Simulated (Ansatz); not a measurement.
Crystal: WS.

```
W S
1.0
     3.44485    0.00000    0.00000
     0.00000    3.44485    0.00000
     0.00000    0.00000    3.44485
W S
1 1
Direct
  0.50000 0.50000 0.50000
  0.00000 0.00000 0.00000
```

The cell was built by a generator and needn't be a form met in nature.

- Program: Ansatz 0.2.0
- Task: single point
- Functional: PBE
- Potentials or basis: all-electron LAPW, scalar-relativistic
- Cutoff: 176 eV (chosen from the basis error)
- Basis error allowed: 0.001 eV/atom
- k mesh: 8 × 8 × 8
- Occupations: fermi-dirac, width 0.05 eV
- Spin: no spin polarisation

On this cell: pressure -35.5 GPa; largest force zero by symmetry; band gap on the k mesh none (metal or under the smearing width).

The same run follows on a disturbed copy (atoms moved at random, drawn with an rms of 0.05 Å):

```
CELL_PARAMETERS angstrom
3.44485 0.00000 0.00000
0.00000 3.44485 0.00000
0.00000 0.00000 3.44485
ATOMIC_POSITIONS crystal
W 0.50260 0.49535 0.50050
S 0.01259 0.00206 0.00004
```

Task: What does the disturbed cell give?

Result: The energy (extrapolated to zero smearing) moves by -1.8 meV/atom; pressure -35.5 GPa; largest force 0.167 eV/Å; band gap on the k mesh none (metal or under the smearing width).

Forces on the atoms (eV/Å):
```
W   -0.139 -0.093  0.006
S    0.139  0.093 -0.006
```

The energy falls, though the first cell shows no forces: that form is unstable against this distortion, unless noise or another electronic state is at work.

Caveats: a pressure of tens of GPa on the cell as given is suspect, and the run, the potentials or the cell itself is likely at fault (some runs); the cell as given lies far from equilibrium (some runs).
